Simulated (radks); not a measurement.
# Cr⁴⁺ in [Ar] 3d2: an all-electron calculation

The task here is to estimate one member of a computed series from the others.

The numbers are computed with radks (a radial shooting solver on a logarithmic mesh, Libxc functionals) version 1 (Dirac Kohn-Sham, revPBE, spin-unpolarised, spherical densities, point nucleus; open shells fill j = l - 1/2 first), except any that are marked as measured or tabulated.

### The atom as given

- element: chromium (Z = 24)
- charge: +4
- electrons: 20
- configuration: [Ar] 3d2

Set-up of the first run:

Settings of this run:

```text
Z 24
configuration [Ar] 3d2
relativity Dirac
functional pbe_r,pbe
spin unpolarised
j_filling energy
nucleus point
c 137.035999084
```

Run with:

```sh
$ python run_ks.py task.json out
```

This one command runs every case of the session in turn.

One table of the session follows, with a row left open; its other results are not shown here.

It belongs to the step «Shells». From the orbitals of this run (lengths in bohr):

| level | <r> | outermost maximum (interpolated) | 90 % within | nodes |
| --- | --- | --- | --- | --- |
| 1s1/2 | 0.06355 | 0.0416 | 0.113 | 0 |
| 2s1/2 | 0.2928 | 0.244 | 0.454 | 1 |
| 2p1/2 | 0.2579 | 0.196 | 0.424 | 0 |
| 2p3/2 | 0.2607 | 0.199 | 0.428 | 0 |
| 3s1/2 | 0.8751 | 0.768 | 1.30 | 2 |
| 3p1/2 | 0.9120 | 0.780 | 1.39 | 1 |
| 3p3/2 | 0.9192 | 0.786 | 1.40 | 1 |
| 3d3/2 | ? | ? | ? | ? |
| 3d5/2 | 1.022 | 0.768 | 1.67 | 0 |

Q: Estimate the row for 3d3/2 from the others.

The run gave: <r>: 1.020; outermost maximum (interpolated): 0.766; 90 % within: 1.67; nodes: 0. In the column «<r>» it lies between 3p3/2 (0.9192) and 3d5/2 (1.022).

Caveats from the session: Spin polarisation and multiplet splitting are left out.
